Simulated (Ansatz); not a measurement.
# CH8BGeN: vertical spin-state energies from a Python script

Which spin state of CH8BGeN lies lowest at this geometry? Aim: vertical spin-state energies, for CH8BGeN, run from a script. SMILES: BC[NH][GeH3].

All numbers are computed with the Python package of Ansatz 0.2.0. Level of theory: MP2/def2-SVP.

### Step 1. Starting point

Bond lengths: B1–C2 1.543 Å, C2–N3 1.431 Å, N3–Ge4 1.942 Å, B1–H5 1.246 Å, B1–H6 1.159 Å, C2–H7 1.111 Å, C2–H8 1.086 Å, N3–H9 1.083 Å, Ge4–H10 1.501 Å, Ge4–H11 1.571 Å, Ge4–H12 1.530 Å. Angles (14 of 18 angles, heavy atoms first): B1–C2–N3 108.4°, C2–N3–Ge4 111.0°, B1–C2–H7 110.6°, B1–C2–H8 110.3°, N3–C2–H7 108.5°, N3–C2–H8 109.4°, C2–B1–H5 118.5°, C2–B1–H6 125.5°, C2–N3–H9 111.0°, Ge4–N3–H9 105.4°, N3–Ge4–H10 109.8°, N3–Ge4–H11 104.8°, N3–Ge4–H12 107.0°, H7–C2–H8 109.6°.

The script holds or builds the structure itself.

### Step 2. The script

ch8bgen_spin.py reads:

```python
import ansatz as az

geometry_ang = [
    ('B', (-1.9318, 0.6677, 0.7367)),
    ('C', (-0.8179, 0.0744, -0.1516)),
    ('N', (0.4299, 0.2138, 0.5343)),
    ('Ge', (1.9032, -0.4028, -0.5703)),
    ('H', (-2.6151, 1.6065, 0.2849)),
    ('H', (-2.2187, 0.2946, 1.7963)),
    ('H', (-0.754, 0.6229, -1.1161)),
    ('H', (-1.0094, -0.9773, -0.3432)),
    ('H', (0.4561, -0.4058, 1.4222)),
    ('H', (3.186, -0.3245, 0.2047)),
    ('H', (1.5384, -1.888, -0.9318)),
    ('H', (1.9101, 0.4634, -1.832)),
]
ch8bgen = az.Crystal.molecule()
for symbol, xyz in geometry_ang:
    ch8bgen = ch8bgen.atom(symbol, xyz)

model = (
    ch8bgen.calculation()
    .basis(gaussian='def2-SVP')
    .correlation('mp2')
)
found = {}
for unpaired in [0, 2]:
    rep = model.spin('collinear', total=unpaired).run().report
    s = unpaired / 2
    found[unpaired] = rep['free_energy_ev']
    print(f'2S+1 = {unpaired + 1}: E = {found[unpaired]:.5f} eV, <S^2> = {abs(rep["mean_field"]["state"]["spin_squared"]):.3f} (pure state {s * (s + 1):.2f})')
lowest = min(found, key=found.get)
for unpaired, e in found.items():
    print(f'multiplicity {unpaired + 1}: {23.060548 * (e - found[lowest]):.1f} kcal/mol above the lowest')
```

### Step 3. Launch

The run is started by

```
$ python ch8bgen_spin.py
```

The program printed:

```text
2S+1 = 1: E = -59790.28811 eV, <S^2> = 0.000 (pure state 0.00)
2S+1 = 3: E = -59785.88888 eV, <S^2> = 2.026 (pure state 2.00)
multiplicity 1: 0.0 kcal/mol above the lowest
multiplicity 3: 101.4 kcal/mol above the lowest
```

It took 9.6 s on 1 thread of Intel Xeon 6975P-C (Granite Rapids), shared host; peak memory 0.52 GiB.

Lines on the test bed's own set-up are left out of the output.

### Step 4. The engine's runs

The 2 runs, in the order started:

```csv
run,2S+1,energy from run 1 (eV),<S²>,iterations in all,CPU time (s)
1,1,0.0000,0.00,12,2
2,3,4.3992,2.03,75,7.4
```

### Step 5. What came out

| quantity | value |
| --- | --- |
| runs compared | 2 |
| lowest | run 1 (2S+1 = 1) |
| next above it by | 4.399 eV |

In words: In order: multiplicity 1 (+0.00 eV) and multiplicity 3 (+4.40 eV), all at the one geometry. The geometry is a force-field or estimated start, not a minimum of this method, and the basis set is short of its limit. All parts are taken at fixed geometry, without zero-point energy.
